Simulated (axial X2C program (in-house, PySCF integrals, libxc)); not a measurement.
**RuOH: bond lengths and stretches, held linear**

Aim: the two bond lengths and stretching wavenumbers of linear RuOH, with and without spin–orbit coupling, at PBE0, HF, B3LYP, MP2.

The runs use an in-house X2C program for linear molecules on PySCF integrals; all-electron X2C, two-component (2c) or spin-free, Ru dyall-v3z, O dyall-av3z, H dyall-v3z.

All values are calculated.

2 further runs of the same task are left out: 2 set aside as unsound or not needed.

### 1 Input

task.json reads:

```json
{"zs": [44, 8, 1], "q": 0, "bas": ["dyall-v3z", "dyall-av3z", "dyall-v3z"], "r0": [1.88, 0.96], "symm": 0, "scan": ["PBE0", "HF", "B3LYP"], "levels": ["PBE0", "HF", "r2SCAN"], "nst": 2}
```

Keys: zs atomic numbers; q charge; bas basis sets; r0 starting distance in Å; symm equal bonds; scan levels of the two-bond scan (MP2 follows by itself at each HF point); levels methods; nst determinants followed.

Launch:

```
$ python solin.py task.json out
```

Masses Ru 101.904, O 15.995, H 1.008 u.

### 2 Scan at PBE0, 2c

State: Ω = 7/2 (beyond evenly filled blocks: ω = -1/2, ω = 3/2, ω = 5/2). Energies above the lowest point, from the job's result record:

```
r(Ru–O) (Å)  r(O–H) (Å)  E (meV)
     1.8184      0.9301    38.07
     1.8184      0.9540    22.23
     1.8184      0.9778    37.08
     1.8650      0.9301    15.23
     1.8650      0.9540     0.00
     1.8650      0.9778    15.56
     1.8650      1.0017    57.20
     1.9116      0.9301    38.29
     1.9116      0.9540    23.46
     1.9116      0.9778    39.50
     1.9583      0.9540    82.54
     1.9583      1.0017   141.43
```

A quadratic surface with cubic terms in each bond gives the minimum at 1.863 and 0.953 Å, force constants 3.41, 8.7 and coupling 0.07 mdyn/Å.

### 3 Scan at HF, 2c

State: Ω = 7/2 (beyond evenly filled blocks: ω = -1/2, ω = 3/2, ω = 5/2). Energies above the lowest point, from the job's result record:

```
r(Ru–O) (Å)  r(O–H) (Å)  E (meV)
     1.8184      0.9301   128.52
     1.8184      0.9540   141.90
     1.8184      0.9778   186.55
     1.8650      0.9301    33.84
     1.8650      0.9540    47.64
     1.8650      0.9778    92.77
     1.8650      1.0017   164.75
     1.9116      0.9301     0.00
     1.9116      0.9540    14.04
     1.9116      0.9778    59.43
     1.9583      0.9540    29.03
     1.9583      1.0017   146.91
```

A quadratic surface with cubic terms in each bond gives the minimum at 1.919 and 0.932 Å, force constants 3.43, 10 and coupling 0.04 mdyn/Å.

### 4 Scan at B3LYP, 2c

State: Ω = 7/2 (beyond evenly filled blocks: ω = -1/2, ω = 3/2, ω = 5/2). Energies above the lowest point, from the job's result record:

```
r(Ru–O) (Å)  r(O–H) (Å)  E (meV)
     1.8184      0.9301    53.85
     1.8184      0.9540    34.22
     1.8184      0.9778    44.97
     1.8650      0.9301    19.05
     1.8650      0.9540     0.00
     1.8650      0.9778    11.43
     1.8650      1.0017    48.62
     1.9116      0.9301    31.86
     1.9116      0.9540    13.18
     1.9116      0.9778    25.05
     1.9583      0.9540    63.42
     1.9583      1.0017   113.60
```

A quadratic surface with cubic terms in each bond gives the minimum at 1.874 and 0.956 Å, force constants 3.35, 8.44 and coupling 0.06 mdyn/Å.

### 5 Comparison

| level | r(Ru–O) (Å) | r(O–H) (Å) | lower stretch (cm⁻¹) | upper stretch (cm⁻¹) |
| --- | --- | --- | --- | --- |
| PBE0, 2c | 1.863 | 0.953 | 629.7 | 3946.3 |
| HF, 2c | 1.919 | 0.932 | 631.7 | 4242.6 |
| B3LYP, 2c | 1.874 | 0.956 | 624.2 | 3886.9 |
| MP2, 2c | 1.878 | 0.955 | 588.4 | 3945.3 |
| PBE0, spin-free | 1.862 | 0.953 | 629.5 | 3944.7 |
| HF, spin-free | 1.919 | 0.932 | 631.1 | 4241.8 |
| B3LYP, spin-free | 1.874 | 0.956 | 624.0 | 3885.0 |
| MP2, spin-free | 1.879 | 0.955 | 584.4 | 3933.0 |

Scans not shown above were run alike.

**Reading.** Over the levels the Ru–O bond spans 1.862 to 1.919 Å and the O–H bond 0.932 to 0.956 Å. At PBE0 spin–orbit coupling leaves both bonds unchanged to 0.001 Å. Each state is one determinant, the lowest of a limited PBE0 search; the stretches come from a fit to few points and are good to some per cent at best. MP2 freezes inner shells (threshold -2 hartree). The molecule was held linear; bending was not examined, so a bent shape may lie lower. Note: functional without a current term on a determinant with orbital currents, of the molecule or an atom. Note: several unpaired electrons, one determinant need not be a pure state.
